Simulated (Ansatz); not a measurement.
# C2H3NSi: shift of H7 from C3 to C2, part 1 of 2

How high is the barrier for the shift of H7 from C3 to C2? Relax the two ends, then run a nudged elastic band between them. SMILES of the start: [SiH2]=C1C=N1.

Program: Ansatz 0.2.0. Level of theory: UKS revPBE-D4/def2-SVP. These are calculated values, not measurements.

## (1) The system as given

Bond lengths: Si1–C2 1.745 Å, C2–C3 1.393 Å, C2–N4 1.555 Å, C3–N4 1.264 Å, Si1–H5 1.451 Å, Si1–H6 1.454 Å, C3–H7 1.067 Å. Angles: Si1–C2–C3 157.3°, Si1–C2–N4 139.4°, C3–C2–N4 50.4°, C2–Si1–H5 124.5°, C2–Si1–H6 117.7°, H5–Si1–H6 115.4°, C2–C3–N4 71.4°, C2–C3–H7 146.1°, N4–C3–H7 142.4°, C2–N4–C3 58.1°.

Coordinates:

```xyz
7

Si   -0.7026    1.1503   -0.4711
C    -0.0320   -0.3508    0.1125
C     0.9388   -1.2171    0.6088
N     0.4433   -1.7252   -0.4375
H    -1.5371    1.2744   -1.6511
H    -0.7592    2.2706    0.4544
H     1.6488   -1.4021    1.3840
```

## (2) End point A

Contents of input.yaml:

```yaml
crystal:
  periodic: [false, false, false]
  atoms:
    - { symbol: Si, position_ang: [-0.70255, 1.15035, -0.47113] }
    - { symbol: C, position_ang: [-0.03196, -0.35084, 0.11249] }
    - { symbol: C, position_ang: [0.93876, -1.21714, 0.60882] }
    - { symbol: "N", position_ang: [0.44327, -1.72517, -0.43747] }
    - { symbol: H, position_ang: [-1.53709, 1.27436, -1.65107] }
    - { symbol: H, position_ang: [-0.75919, 2.27055, 0.45437] }
    - { symbol: H, position_ang: [1.64876, -1.40211, 1.38399] }
magnetization:
  spin_polarized: true
basis:
  gaussian: { orbitals: def2-SVP }
hamiltonian:
  xc: revpbe
  dispersion: d4
relax:
  f_tol: 0.02
  max_steps: 50
```

Launch:

```sh
> ansatz run input.yaml --threads 2 --pin off --max-ram 3072MiB --backend cpu --events-out ev --progress --plain --runs-dir out
```

Log, shortened:

```text
Warning: RAYON_NUM_THREADS=2 ignored (pool sized by the plan → 2); use --threads N
[...]
Functional definition: revPBE
[...]
858 factors; their error is unknown
[...]
mean field -11478.51693874 eV, -421.8277170803 hartree, gradient 2.6e-5 eV, S^2 0.000000; 1 other end points of the search recorded, 0 dependent functions left out
[...]
reference -11478.51697570 eV, -421.8277184388 hartree; 18, 18 occupied and 57, 57 virtual orbitals, 858 factors
relax step   1: F+E_penalty+E_count = -11478.96776308 eV  Δ(F+E_penalty+E_count) = +0.000e0 eV  max|allowed force component| = 1.027e0 eV/Å  Δτ_max = 0.0000 Å  (44 SCF iters, accepted)
[...]
Total energy: -11479.16592392 eV, -421.8515668461 hartree
Atom 0 at    -0.526897     1.271687    -0.602943 Å, force    -0.000254    -0.001003    -0.001656 eV/Å
Atom 1 at     0.057906    -0.289107    -0.023162 Å, force     0.000733    -0.000381     0.002330 eV/Å
Atom 2 at     0.914119    -1.181489     0.642373 Å, force    -0.000684     0.000140    -0.002265 eV/Å
Atom 3 at     0.414818    -1.681965    -0.437611 Å, force     0.000653    -0.000370     0.000590 eV/Å
Atom 4 at    -1.663976     1.146054    -1.574213 Å, force     0.000542     0.000185     0.000369 eV/Å
Atom 5 at    -0.790260     2.210827     0.538662 Å, force     0.000167     0.000244     0.001096 eV/Å
Atom 6 at     1.594290    -1.476008     1.456894 Å, force    -0.001157     0.001186    -0.000463 eV/Å
Dipole moment:     0.272689    -0.046831     0.387155 e Å
```

Run time: 18 s. Hardware: 2 threads of Intel Xeon Platinum 8259CL at 2.50GHz (Skylake/Cascade Lake), shared host; peak memory 0.17 GiB.

The steps of the relaxation:

```csv
step,energy from step 1 (eV),largest force component (eV/Å)
1,0.0000,1.0269
2,-0.1307,0.5393
3,-0.1434,1.3331
4x,0.0240,4.1273
5,-0.1958,0.1680
6x,-0.1844,0.2075
7,-0.1979,0.0294
8,-0.1981,0.0224
9,-0.1981,0.0397
10,-0.1981,0.0023
```

Step 1 is the start. 2 steps were tried and not accepted (marked x).

After: Bond lengths: Si1–C2 1.765 Å, C2–C3 1.404 Å, C2–N4 1.496 Å, C3–N4 1.291 Å, Si1–H5 1.501 Å, Si1–H6 1.502 Å, C3–H7 1.101 Å. Angles: Si1–C2–C3 156.9°, Si1–C2–N4 144.2°, C3–C2–N4 52.7°, C2–Si1–H5 112.9°, C2–Si1–H6 111.2°, H5–Si1–H6 114.3°, C2–C3–N4 67.3°, C2–C3–H7 153.8°, N4–C3–H7 138.9°, C2–N4–C3 60.0°.

## (3) End point B

The second end starts from a geometry with the move made by hand.

input.yaml, as its differences from that of step 2:

```diff
@@ -9,3 +9,3 @@
     - { symbol: H, position_ang: [-0.75919, 2.27055, 0.45437] }
-    - { symbol: H, position_ang: [1.64876, -1.40211, 1.38399] }
+    - { symbol: H, position_ang: [-0.41952, 0.25226, 0.93357] }
 magnetization:
```

Launch:

```sh
> ansatz run input.yaml --threads 2 --pin off --max-ram 3072MiB --backend cpu --events-out ev --progress --plain --runs-dir out
```

Log, shortened:

```text
Warning: RAYON_NUM_THREADS=2 ignored (pool sized by the plan → 2); use --threads N
[...]
[... 1 set-up line as earlier in the session ...]
[...]
858 factors; their error is unknown
[...]
mean field -11475.96438242 eV, -421.7339123659 hartree, gradient 6.2e-5 eV, S^2 0.000000; 1 other end points of the search recorded, 0 dependent functions left out
[...]
reference -11475.96441491 eV, -421.7339135600 hartree; 18, 18 occupied and 57, 57 virtual orbitals, 858 factors
[...]
relax step  15: F+E_penalty+E_count = -11478.78187831 eV  Δ(F+E_penalty+E_count) = -2.994e-2 eV  max|allowed force component| = 1.120e0 eV/Å  Δτ_max = 0.1515 Å  (40 SCF iters, accepted)
[...]
858 factors; their error is unknown
mean field -11478.39720875 eV, -421.8233170847 hartree, gradient 8.3e-6 eV, S^2 0.000000; 0 other end points of the search recorded, 0 dependent functions left out
[...]
reference -11478.39724518 eV, -421.8233184231 hartree; 18, 18 occupied and 57, 57 virtual orbitals, 858 factors
```

## (4) The log goes on: end point B relaxed

Output, continued, shortened:

```text
relax step  16: F+E_penalty+E_count = -11478.88431423 eV  Δ(F+E_penalty+E_count) = -1.024e-1 eV  max|allowed force component| = 1.840e0 eV/Å  Δτ_max = 0.1822 Å  (40 SCF iters, accepted)
[...]
relax step  18: F+E_penalty+E_count = -11479.20634674 eV  Δ(F+E_penalty+E_count) = -2.291e-1 eV  max|allowed force component| = 4.358e0 eV/Å  Δτ_max = 0.1948 Å  (41 SCF iters, accepted)
[...]
Atom 3 at     0.500316    -1.124203    -0.054704 Å, force     0.000522     0.000040     0.001703 eV/Å
Atom 4 at    -0.863782     1.319078    -1.895549 Å, force    -0.000148     0.000180    -0.000639 eV/Å
Atom 5 at    -1.550679     2.356014     0.351104 Å, force    -0.000725     0.001175    -0.000075 eV/Å
Atom 6 at    -0.192216    -0.041391     1.596575 Å, force     0.000366    -0.000606    -0.001483 eV/Å
Dipole moment:    -0.457447     0.771424     0.165648 e Å
```

Run time: 43 s. Hardware: 2 threads of Intel Xeon Platinum 8259CL at 2.50GHz (Skylake/Cascade Lake), shared host; peak memory 0.17 GiB.

Relaxation path:

```csv
step,energy from step 1 (eV),largest force component (eV/Å)
1,0.0000,3.9094
2,-0.8685,2.7165
3,-1.3556,2.9455
4,-1.6620,3.0424
5,-1.9582,1.8404
6,-2.1365,1.0898
7,-2.1802,0.4818
8,-2.1829,0.3700
9,-2.1943,0.1639
10,-2.2022,0.1922
11,-2.2081,0.1886
12,-2.2196,1.5697
13,-2.3007,1.3711
14,-2.3638,0.5799
15,-2.3937,1.1203
16,-2.4962,1.8401
17,-2.5891,4.0352
18,-2.8182,4.3583
19,-3.2322,2.7098
20,-3.5432,1.2446
21,-3.6461,0.3875
22,-3.6623,0.2452
23,-3.6723,0.2011
24,-3.6748,0.0787
25,-3.6752,0.0241
26,-3.6753,0.0025
```

Step 1 is the start.

After: Bond lengths: Si1–C2 1.750 Å, C2–N4 1.367 Å, C3–N4 1.197 Å, Si1–H5 1.491 Å, Si1–H6 1.491 Å, C2–H7 1.106 Å. Angles: Si1–C2–N4 125.6°, Si1–C2–H7 119.3°, N4–C2–H7 115.2°, C2–Si1–H5 122.5°, C2–Si1–H6 118.6°, H5–Si1–H6 118.9°, C2–N4–C3 179.9°.

Pairs that crossed the distance rule for bonds on the way: moved apart Si1–H7, C2–C3.

## (5) The band

crystal.atoms is end A as relaxed above, and neb.final_atoms is end B, turned to lie on A. With 5 inner images the band has 7 in all. The start path is listed, through a guess of the saddle.

Contents of input.yaml:

```yaml
crystal:
  periodic: [false, false, false]
  atoms:
    - { symbol: Si, position_ang: [-0.526897, 1.271687, -0.602943] }
    - { symbol: C, position_ang: [0.057906, -0.289107, -0.023162] }
    - { symbol: C, position_ang: [0.914119, -1.181489, 0.642373] }
    - { symbol: "N", position_ang: [0.414818, -1.681965, -0.437611] }
    - { symbol: H, position_ang: [-1.663976, 1.146054, -1.574213] }
    - { symbol: H, position_ang: [-0.79026, 2.210827, 0.538662] }
    - { symbol: H, position_ang: [1.59429, -1.476008, 1.456894] }
magnetization:
  spin_polarized: true
basis:
  gaussian: { orbitals: def2-SVP }
hamiltonian:
  xc: revpbe
  dispersion: d4
neb:
  order_check: false
  images: 5
  f_tol: 0.05
  max_iterations: 60
  final_atoms:
    - { symbol: Si, position_ang: [-0.58775129, 1.05979318, -0.19396458] }
    - { symbol: C, position_ang: [0.39649985, -0.23641476, 0.44792087] }
    - { symbol: C, position_ang: [0.69944185, -2.5476376, -0.62113832] }
    - { symbol: "N", position_ang: [0.5582617, -1.46900941, -0.12163567] }
    - { symbol: H, position_ang: [-1.36142006, 0.92634441, -1.46185869] }
    - { symbol: H, position_ang: [-0.65330152, 2.34597213, 0.55748248] }
    - { symbol: H, position_ang: [0.94826946, -0.07904896, 1.39319391] }
  initial_path:
    images:
      - { positions_ang: [[-0.526897, 1.271687, -0.602943], [0.057906, -0.289107, -0.023162], [0.914119, -1.181489, 0.642373], [0.414818, -1.681965, -0.437611], [-1.663976, 1.146054, -1.574213], [-0.79026, 2.210827, 0.538662], [1.59429, -1.476008, 1.456894]] }
      - { positions_ang: [[-0.54145529, 1.18348496, -0.52101782], [0.08819046, -0.36744741, 0.00764357], [0.99750205, -1.26146949, 0.55816006], [0.4484756, -1.74864833, -0.4893904], [-1.63001413, 1.15988437, -1.51628867], [-0.68502168, 2.17091475, 0.56156059], [1.32232299, -1.13671984, 1.39933267]] }
      - { positions_ang: [[-0.55601358, 1.09528291, -0.43909265], [0.11847493, -0.44578782, 0.03844915], [1.08088511, -1.34144999, 0.47394712], [0.48213319, -1.81533166, -0.54116979], [-1.59605227, 1.17371475, -1.45836433], [-0.57978336, 2.13100249, 0.58445917], [1.05035598, -0.79743169, 1.34177133]] }
      - { positions_ang: [[-0.57057188, 1.00708087, -0.35716747], [0.14875939, -0.52412823, 0.06925472], [1.16426816, -1.42143048, 0.38973418], [0.51579079, -1.88201499, -0.59294919], [-1.5620904, 1.18754512, -1.40044], [-0.47454504, 2.09109024, 0.60735776], [0.77838897, -0.45814353, 1.28421]] }
      - { positions_ang: [[-0.57629835, 1.02465164, -0.30276651], [0.23133954, -0.42822374, 0.19547677], [1.00932606, -1.79683285, 0.05277668], [0.52994776, -1.74434646, -0.43584468], [-1.49520029, 1.10047822, -1.42091289], [-0.53413053, 2.17605087, 0.59073266], [0.8350158, -0.33177867, 1.32053797]] }
      - { positions_ang: [[-0.58202482, 1.04222241, -0.24836554], [0.3139197, -0.33231925, 0.32169882], [0.85438396, -2.17223523, -0.28418082], [0.54410473, -1.60667793, -0.27874017], [-1.42831017, 1.01341131, -1.44138579], [-0.59371603, 2.2610115, 0.57410757], [0.89164263, -0.20541382, 1.35686594]] }
      - { positions_ang: [[-0.58775129, 1.05979318, -0.19396458], [0.39649985, -0.23641476, 0.44792087], [0.69944185, -2.5476376, -0.62113832], [0.5582617, -1.46900941, -0.12163567], [-1.36142006, 0.92634441, -1.46185869], [-0.65330152, 2.34597213, 0.55748248], [0.94826946, -0.07904896, 1.39319391]] }
```

Launch:

```sh
> ansatz run input.yaml --threads 2 --pin off --max-ram 3072MiB --backend cpu --events-out ev --progress --plain --runs-dir out
```

Log, shortened:

```text
Warning: RAYON_NUM_THREADS=2 ignored (pool sized by the plan → 2); use --threads N
[...]
[... 1 set-up line as earlier in the session ...]
[...]
858 factors; their error is unknown
[...]
mean field -11478.71561823 eV, -421.8350184170 hartree, gradient 5.7e-6 eV, S^2 0.000000; 1 other end points of the search recorded, 0 dependent functions left out
[...]
reference -11478.71565599 eV, -421.8350198045 hartree; 18, 18 occupied and 57, 57 virtual orbitals, 858 factors
858 factors; their error is unknown
[...]
Atom 3 at     0.461072    -1.744191    -0.491116 Å, force    -0.005928    -0.006816     0.025286 eV/Å
Atom 4 at    -1.636868     1.175327    -1.426806 Å, force     0.001010     0.002431     0.000615 eV/Å
Atom 5 at    -0.587991     1.998223     0.713290 Å, force    -0.004616    -0.001035     0.002631 eV/Å
Atom 6 at     1.023404    -0.563297     1.239295 Å, force    -0.000216    -0.021786     0.007873 eV/Å
Dipole moment:    -0.016564     0.334477     0.186331 e Å
this run last wrote the band of iteration 17 to <dir>
```

Run time: 2.4 min. Hardware: 2 threads of Intel Xeon Platinum 8259CL at 2.50GHz (Skylake/Cascade Lake), shared host; peak memory 0.19 GiB.

## (6) What the band shows

The 5 inner images lie between the fixed ends 0 and 6. Energy is taken from image 0, and the path length is the program's own coordinate along the band.

| image | path (Å) | energy (eV) | H7–C3 (Å) | H7–C2 (Å) | band force (eV/Å) |
| --- | --- | --- | --- | --- | --- |
| 0 | 0.000 | 0.0000 | 1.10 | 2.44 | - |
| 1 | 0.768 | 0.3404 | 1.08 | 2.27 | 0.027 |
| 2* | 1.536 | 1.8256 | 1.15 | 1.69 | 0.027 |
| 3 | 2.182 | 1.0821 | 1.77 | 1.16 | 0.007 |
| 4 | 2.828 | -0.0997 | 2.47 | 1.10 | 0.007 |
| 5 | 3.474 | -0.7777 | 3.01 | 1.11 | 0.011 |
| 6 | 4.120 | -0.8975 | 3.20 | 1.11 | - |

The star marks the climbing image.

image, energy (eV) and a bar:
```
        0      0.000 ##########
        1      0.340 ##############
        2      1.826 ##############################
        3      1.082 ######################
        4     -0.100 #########
        5     -0.778 #
        6     -0.898
```

The top of the band by iteration:

```csv
iteration,highest image above image 0 (eV),largest band force (eV/Å)
1,61.3749,300.059
3,8.9509,64.015
5,1.9094,13.136
7,2.0681,3.674
9,1.7984,1.927
11,1.7831,0.366
13,1.8197,0.184
15,1.8258,0.111
17,1.8256,0.027
```

Positions of all images (Å):

```xyz
7
image=0 dE=0.0000
Si   -0.527    1.272   -0.603
C     0.058   -0.289   -0.023
C     0.914   -1.181    0.642
N     0.415   -1.682   -0.438
H    -1.664    1.146   -1.574
H    -0.790    2.211    0.539
H     1.594   -1.476    1.457
7
image=1 dE=0.3404
Si   -0.478    1.194   -0.603
C     0.003   -0.455   -0.229
C     0.868   -1.172    0.582
N     0.507   -1.845   -0.467
H    -1.684    1.254   -1.477
H    -0.590    1.975    0.685
H     1.373   -0.950    1.510
7
image=2 dE=1.8256
Si   -0.435    1.165   -0.526
C     0.062   -0.486   -0.149
C     1.113   -1.545    0.640
N     0.461   -1.744   -0.491
H    -1.637    1.175   -1.427
H    -0.588    1.998    0.713
H     1.023   -0.563    1.239
7
image=3 dE=1.0821
Si   -0.497    1.115   -0.451
C     0.208   -0.394    0.106
C     1.248   -1.903    0.462
N     0.464   -1.695   -0.481
H    -1.620    1.150   -1.441
H    -0.614    2.039    0.716
H     0.811   -0.312    1.089
7
image=4 dE=-0.0997
Si   -0.569    1.128   -0.385
C     0.217   -0.317    0.163
C     1.237   -2.415    0.171
N     0.518   -1.580   -0.319
H    -1.576    1.244   -1.474
H    -0.582    2.119    0.727
H     0.755   -0.179    1.118
7
image=5 dE=-0.7777
Si   -0.622    1.088   -0.281
C     0.307   -0.274    0.289
C     1.003   -2.645   -0.288
N     0.582   -1.531   -0.162
H    -1.518    1.188   -1.470
H    -0.581    2.232    0.674
H     0.828   -0.058    1.239
7
image=6 dE=-0.8975
Si   -0.588    1.060   -0.194
C     0.397   -0.236    0.448
C     0.699   -2.548   -0.621
N     0.558   -1.469   -0.122
H    -1.361    0.926   -1.462
H    -0.653    2.346    0.557
H     0.948   -0.079    1.393
```

## (7) Frequencies at the highest image

The geometry is the highest inner image of the first converged band.

Contents of input.yaml:

```yaml
crystal:
  periodic: [false, false, false]
  atoms:
    - { symbol: Si, position_ang: [-0.434816, 1.164905, -0.525949] }
    - { symbol: C, position_ang: [0.062229, -0.48629, -0.149213] }
    - { symbol: C, position_ang: [1.11297, -1.544678, 0.640498] }
    - { symbol: "N", position_ang: [0.461072, -1.744191, -0.491116] }
    - { symbol: H, position_ang: [-1.636868, 1.175327, -1.426806] }
    - { symbol: H, position_ang: [-0.587991, 1.998223, 0.71329] }
    - { symbol: H, position_ang: [1.023404, -0.563297, 1.239295] }
magnetization:
  spin_polarized: true
basis:
  gaussian: { orbitals: def2-SVP }
hamiltonian:
  xc: revpbe
  dispersion: d4
phonons: {}
```

Launch:

```sh
> ansatz run input.yaml --threads 2 --pin off --max-ram 3072MiB --backend cpu --events-out ev --progress --plain --runs-dir out
```

Log, shortened:

```text
Warning: RAYON_NUM_THREADS=2 ignored (pool sized by the plan → 2); use --threads N
[...]
[... 1 set-up line as earlier in the session ...]
[...]
858 factors; their error is unknown
[...]
mean field -11476.87539358 eV, -421.7673914087 hartree, gradient 3.9e-5 eV, S^2 0.000000; 1 other end points of the search recorded, 0 dependent functions left out
[...]
reference -11476.87542774 eV, -421.7673926637 hartree; 18, 18 occupied and 57, 57 virtual orbitals, 858 factors
[...]
858 factors; their error is unknown
mean field -11476.87533756 eV, -421.7673893498 hartree, gradient 2.5e-6 eV, S^2 0.000000; 0 other end points of the search recorded, 0 dependent functions left out
[...]
reference -11476.87537171 eV, -421.7673906048 hartree; 18, 18 occupied and 57, 57 virtual orbitals, 858 factors
[...]
858 factors; their error is unknown
mean field -11476.87515259 eV, -421.7673825524 hartree, gradient 1.4e-6 eV, S^2 0.000000; 0 other end points of the search recorded, 0 dependent functions left out
[...]
```

## (8) More of the same log: vibrations at the highest image of the band

Output, continued, shortened:

```text
reference -11476.87518674 eV, -421.7673838072 hartree; 18, 18 occupied and 57, 57 virtual orbitals, 858 factors
[...]
858 factors; their error is unknown
mean field -11476.87542218 eV, -421.7673924596 hartree, gradient 1.6e-6 eV, S^2 0.000000; 0 other end points of the search recorded, 0 dependent functions left out
[...]
reference -11476.87545634 eV, -421.7673937149 hartree; 18, 18 occupied and 57, 57 virtual orbitals, 858 factors
[...]
858 factors; their error is unknown
[...]
WARN: phonons: modes at or below zero, which the zero-point energy, F, S and C_V leave out: 1, the lowest at -461.42 cm⁻¹. A minimum has none, and a first-order saddle one
[...]
Atom 3 at     0.461072    -1.744191    -0.491116 Å, force    -0.005904    -0.006836     0.025305 eV/Å
Atom 4 at    -1.636868     1.175327    -1.426806 Å, force     0.001002     0.002435     0.000617 eV/Å
Atom 5 at    -0.587991     1.998223     0.713290 Å, force    -0.004616    -0.001041     0.002628 eV/Å
Atom 6 at     1.023404    -0.563297     1.239295 Å, force    -0.000212    -0.021776     0.007876 eV/Å
Dipole moment:    -0.016563     0.334480     0.186329 e Å
Vibrations: -461.42 200.87 303.29 329.23 375.71 527.09 630.72 723.18 846.38 899.80 1205.21 1574.91 2162.53 2189.22 2745.60 cm⁻¹, zero-point energy 0.912136 eV
```

It took 38 s on 2 threads of Intel Xeon Platinum 8259CL at 2.50GHz (Skylake/Cascade Lake), shared host; peak memory 0.14 GiB.

Of 15 modes, 1 is imaginary by more than 30 cm⁻¹ (461i cm⁻¹).

## (9) Another band, settings changed

crystal.atoms is end A as relaxed above, and neb.final_atoms is end B, turned to lie on A. With 5 inner images the band has 7 in all.

Contents of input.yaml:

```yaml
crystal:
  periodic: [false, false, false]
  atoms:
    - { symbol: Si, position_ang: [-0.526897, 1.271687, -0.602943] }
    - { symbol: C, position_ang: [0.057906, -0.289107, -0.023162] }
    - { symbol: C, position_ang: [0.914119, -1.181489, 0.642373] }
    - { symbol: "N", position_ang: [0.414818, -1.681965, -0.437611] }
    - { symbol: H, position_ang: [-1.663976, 1.146054, -1.574213] }
    - { symbol: H, position_ang: [-0.79026, 2.210827, 0.538662] }
    - { symbol: H, position_ang: [1.59429, -1.476008, 1.456894] }
magnetization:
  spin_polarized: true
basis:
  gaussian: { orbitals: def2-SVP }
hamiltonian:
  xc: revpbe
  dispersion: d4
neb:
  order_check: false
  images: 5
  f_tol: 0.05
  max_iterations: 60
  initial_path: linear
  final_atoms:
    - { symbol: Si, position_ang: [-0.58775129, 1.05979318, -0.19396458] }
    - { symbol: C, position_ang: [0.39649985, -0.23641476, 0.44792087] }
    - { symbol: C, position_ang: [0.69944185, -2.5476376, -0.62113832] }
    - { symbol: "N", position_ang: [0.5582617, -1.46900941, -0.12163567] }
    - { symbol: H, position_ang: [-1.36142006, 0.92634441, -1.46185869] }
    - { symbol: H, position_ang: [-0.65330152, 2.34597213, 0.55748248] }
    - { symbol: H, position_ang: [0.94826946, -0.07904896, 1.39319391] }
```

Launch:

```sh
> ansatz run input.yaml --threads 2 --pin off --max-ram 3072MiB --backend cpu --events-out ev --progress --plain --runs-dir out
```

Log, shortened:

```text
Warning: RAYON_NUM_THREADS=2 ignored (pool sized by the plan → 2); use --threads N
[...]
[... 1 set-up line as earlier in the session ...]
[...]
858 factors; their error is unknown
[...]
mean field -11478.71561823 eV, -421.8350184170 hartree, gradient 5.7e-6 eV, S^2 0.000000; 1 other end points of the search recorded, 0 dependent functions left out
[...]
reference -11478.71565599 eV, -421.8350198045 hartree; 18, 18 occupied and 57, 57 virtual orbitals, 858 factors
858 factors; their error is unknown
[...]
Atom 3 at     0.657689    -1.625135    -0.648105 Å, force     0.016416    -0.014280     0.001309 eV/Å
Atom 4 at    -1.702752     1.149414    -1.363490 Å, force     0.002247     0.000792    -0.000650 eV/Å
Atom 5 at    -0.820671     1.835643     0.894241 Å, force     0.003203    -0.000621     0.001277 eV/Å
Atom 6 at     1.026264    -0.582475     1.208562 Å, force     0.002580    -0.007246    -0.008487 eV/Å
Dipole moment:    -0.062662     0.312205     0.213846 e Å
this run last wrote the band of iteration 14 to <dir>
```

Wall time 2.2 min (2 threads of Intel Xeon Platinum 8259CL at 2.50GHz (Skylake/Cascade Lake), shared host); peak memory 0.21 GiB.

## (10) The band, image by image

Images 0 and 6 are the ends. Energies count from image 0; the path length is the program's own measure over all atoms.

| image | path (Å) | energy (eV) | H7–C3 (Å) | H7–C2 (Å) | band force (eV/Å) |
| --- | --- | --- | --- | --- | --- |
| 0 | 0.000 | 0.0000 | 1.10 | 2.44 | - |
| 1 | 0.777 | 0.3503 | 1.08 | 2.26 | 0.016 |
| 2* | 1.553 | 1.8258 | 1.16 | 1.68 | 0.021 |
| 3 | 2.198 | 1.0653 | 1.78 | 1.15 | 0.012 |
| 4 | 2.843 | -0.1125 | 2.48 | 1.10 | 0.011 |
| 5 | 3.487 | -0.7793 | 3.01 | 1.11 | 0.016 |
| 6 | 4.131 | -0.8975 | 3.20 | 1.11 | - |

The star marks the climbing image.

image, energy (eV) and a bar:
```
        0      0.000 ##########
        1      0.350 ##############
        2      1.826 ##############################
        3      1.065 ######################
        4     -0.112 #########
        5     -0.779 #
        6     -0.898
```

(Continued in part 2 of 2.)
